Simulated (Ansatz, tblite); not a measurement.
# The cluster C₁₈H₂₂: a ladder of methods and basis sets

How do method and basis change the picture of the cluster C₁₈H₂₂ (singlet)?

The runs use Ansatz 0.2.0, Gaussian basis; as each input shows.

Levels to be run: GFN1-xTB, GFN2-xTB, PBE-D4/def2-TZVP, r2SCAN-D4/def2-TZVP, ωB97X-V/def2-TZVP, PBE-D4/def2-SVP, PBE0-D4/def2-SVP, MP2/def2-TZVP, RPA/def2-TZVP.

2 further runs of the same task are left out: 2 set aside as unsound or not needed.

### Step 1. The structure

The geometry is that of the singlet, from an earlier relaxation (PBE-D4/def2-SVP).

40 atoms, charge 0, spin multiplicity 1.

Bond lengths: C1–C2 1.537 Å, C1–H19 1.109 Å, C1–H20 1.109 Å, C1–H21 1.109 Å, C2–C3 1.512 Å, C2–H22 1.111 Å, C2–H23 1.111 Å, C3–C4 1.409 Å, C3–C18 1.409 Å, C4–C5 1.401 Å, C4–H24 1.102 Å, C5–C6 1.409 Å, C5–H25 1.102 Å, C6–C7 1.510 Å, C6–C17 1.409 Å, C7–C8 1.549 Å, C7–H26 1.110 Å, C7–H27 1.110 Å and more. Angles: C2–C1–H19 111.0°, C2–C1–H20 111.4°, C2–C1–H21 111.0°, H19–C1–H20 108.0°, H19–C1–H21 107.3°, H20–C1–H21 108.0°, C1–C2–C3 112.7°, C1–C2–H22 109.4°, C1–C2–H23 109.4°, C3–C2–H22 109.4°, C3–C2–H23 109.4°, H22–C2–H23 106.3°, C2–C3–C4 121.1°, C2–C3–C18 121.1°, C4–C3–C18 117.8°, C3–C4–C5 121.1°, C3–C4–H24 119.3°, C5–C4–H24 119.6° and more.

PBE0-D4/def2-TZVP was run before; its log isn't repeated, and its numbers join the tables.

### Step 2. GFN1-xTB

Tight binding, by tblite at 300 K electronic temperature and without a spin-polarisation term:

```python
tblite.interface.Calculator('GFN1-xTB', numbers, positions, charge=0, uhf=0).singlepoint()
```

Energy -1358.5221 eV, HOMO -11.32 eV, LUMO -7.22 eV; 0.042 s.

### Step 3. GFN2-xTB

Tight binding, by tblite at 300 K electronic temperature and without a spin-polarisation term:

```python
tblite.interface.Calculator('GFN2-xTB', numbers, positions, charge=0, uhf=0).singlepoint()
```

Energy -1353.8567 eV, HOMO -10.27 eV, LUMO -6.11 eV; 0.031 s.

### Step 4. PBE-D4/def2-TZVP

start.molden holds the orbitals of an earlier run on this state, given as this run's starting guess.

File in.yaml:

```yaml
crystal:
  periodic: [false, false, false]
  atoms:
    - {symbol: C, position_ang: [6.611759, 0.650757, 0.944792]}
    - {symbol: C, position_ang: [6.213177, 0.254191, -0.485281]}
    - {symbol: C, position_ang: [4.716692, 0.117337, -0.656715]}
    - {symbol: C, position_ang: [3.921711, 1.222528, -1.020055]}
    - {symbol: C, position_ang: [2.529524, 1.107724, -1.132024]}
    - {symbol: C, position_ang: [1.878310, -0.117152, -0.885409]}
    - {symbol: C, position_ang: [0.374254, -0.228377, -0.956952]}
    - {symbol: C, position_ang: [-0.314381, 0.085916, 0.394125]}
    - {symbol: C, position_ang: [-1.818214, -0.026525, 0.319106]}
    - {symbol: C, position_ang: [-2.467995, -1.254050, 0.556133]}
    - {symbol: C, position_ang: [-3.858429, -1.373308, 0.428285]}
    - {symbol: C, position_ang: [-4.652572, -0.270955, 0.054684]}
    - {symbol: C, position_ang: [-6.158474, -0.385471, -0.027367]}
    - {symbol: C, position_ang: [-6.851010, -0.077006, 1.309193]}
    - {symbol: C, position_ang: [-4.002437, 0.956566, -0.181799]}
    - {symbol: C, position_ang: [-2.612004, 1.076121, -0.054051]}
    - {symbol: C, position_ang: [2.672709, -1.222025, -0.520226]}
    - {symbol: C, position_ang: [4.064887, -1.106958, -0.408355]}
    - {symbol: H, position_ang: [6.157356, 1.621552, 1.230065]}
    - {symbol: H, position_ang: [7.712268, 0.744814, 1.047016]}
    - {symbol: H, position_ang: [6.263204, -0.104037, 1.679034]}
    - {symbol: H, position_ang: [6.599041, 1.012093, -1.199897]}
    - {symbol: H, position_ang: [6.704882, -0.705249, -0.753072]}
    - {symbol: H, position_ang: [4.406535, 2.190340, -1.228328]}
    - {symbol: H, position_ang: [1.932517, 1.985803, -1.428059]}
    - {symbol: H, position_ang: [0.081437, -1.251213, -1.275059]}
    - {symbol: H, position_ang: [-0.023979, 0.464560, -1.727916]}
    - {symbol: H, position_ang: [0.082920, -0.607147, 1.165478]}
    - {symbol: H, position_ang: [-0.022754, 1.109022, 0.712489]}
    - {symbol: H, position_ang: [-1.870364, -2.133034, 0.848264]}
    - {symbol: H, position_ang: [-4.341376, -2.345272, 0.621031]}
    - {symbol: H, position_ang: [-6.539100, 0.306516, -0.808655]}
    - {symbol: H, position_ang: [-6.433146, -1.409974, -0.357627]}
    - {symbol: H, position_ang: [-6.617155, 0.952100, 1.650606]}
    - {symbol: H, position_ang: [-6.510812, -0.772257, 2.103673]}
    - {symbol: H, position_ang: [-7.953265, -0.167272, 1.224305]}
    - {symbol: H, position_ang: [-4.599791, 1.835776, -0.473795]}
    - {symbol: H, position_ang: [-2.128745, 2.047974, -0.246601]}
    - {symbol: H, position_ang: [2.189423, -2.194378, -0.330387]}
    - {symbol: H, position_ang: [4.663386, -1.990013, -0.130680]}
basis:
  gaussian: {orbitals: def2-TZVP, fitting: {mean_field: def2-universal-jkfit}, initial_orbitals: start.molden}
hamiltonian: {xc: pbe, dispersion: d4}
scf: {omitted_lower_state_checks: [starts]}
output: {forces: true, orbitals: {seedname: orbitals}}
```

Run with:

```console
ansatz run in.yaml --threads 2 --pin off --events-out ev --progress --plain --max-ram 20480MiB --backend cuda --devices 0, --max-vram 18GiB
```

The runs that follow: r2SCAN-D4/def2-TZVP; ωB97X-V/def2-TZVP; PBE-D4/def2-SVP; PBE0-D4/def2-SVP; MP2/def2-TZVP; RPA/def2-TZVP.

Q: Predict the results of all the runs planned. Wanted: gap in def2-TZVP, named functionals, smallest and largest; correlation energy, MP2/def2-TZVP; binding an atom, functionals in def2-TZVP; PBE0 total energy, smallest basis above largest.

**Answer**, as computed:

| quantity | value |
| --- | --- |
| gap in def2-TZVP, named functionals, smallest and largest | 4.38 eV (PBE-D4), 10.32 eV (ωB97X-V) |
| correlation energy, MP2/def2-TZVP | -78.47 eV |
| binding an atom, functionals in def2-TZVP | 4.75 (ωB97X-V) to 4.90 eV (PBE-D4) |
| PBE0 total energy, smallest basis above largest | 19.59 eV (def2-SVP, def2-TZVP) |

Orbital gaps of the named functionals in def2-TZVP span 4.38 eV (PBE-D4) to 10.32 eV (ωB97X-V); exact exchange widens it.
